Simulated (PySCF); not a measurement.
# C2H7GeNO: the cost of one run

The runs use PySCF 2.14.0, with density-fitted response routines of our own; the level of theory stands in each step. All values are computed, except where a source is named. Atoms are numbered from 0 throughout.

**1. Starting geometry**

12 atoms, charge 0, multiplicity 1; geometry from: PBE0-D3(BJ)/def2-SVP.

Bonds of the start (Å): C0–N1 1.45, N1–Ge2 1.88, N1–C3 1.35, C3–O4 1.22, C0–H5 1.10, C0–H6 1.10, C0–H7 1.10, Ge2–H8 1.54, Ge2–H9 1.53, Ge2–H10 1.53, C3–H11 1.12.

**2. X-ray photoelectron lines: SCAN, X2C**

The job: settings as JSON, then the geometry in Å.

```
{"job": {"kind": "xps"}, "charge": 0, "multiplicity": 1}
C     -1.089213    -0.893807     0.217080
N     -0.086840     0.145231     0.111759
Ge     1.773671    -0.092302     0.250768
C     -0.433407     1.434771    -0.106877
O      0.381894     2.331297    -0.197492
H     -0.600734    -1.856578     0.415894
H     -1.793107    -0.704203     1.044704
H     -1.670107    -1.004638    -0.714085
H      1.902010    -1.606877     0.504369
H      2.449414     0.295787    -1.068546
H      2.316460     0.706443     1.440090
H     -1.532982     1.611579    -0.198465
```

With the program's defaults for keys left out, this is: delta-SCF UKS SCAN, pcX-2 on the ionised atom, pcseg-1 elsewhere, spin-free X2C.

On the command line:

```console
$ OMP_NUM_THREADS=1 python probes_run.py task.json out
```

The driver reads the jobs from task.json and runs them one after another.

**Question.** How long does this first job take on 1 thread of Arm Neoverse V1, shared host, and how much memory does it need?

About 31 s, with a peak of 0.52 GiB.
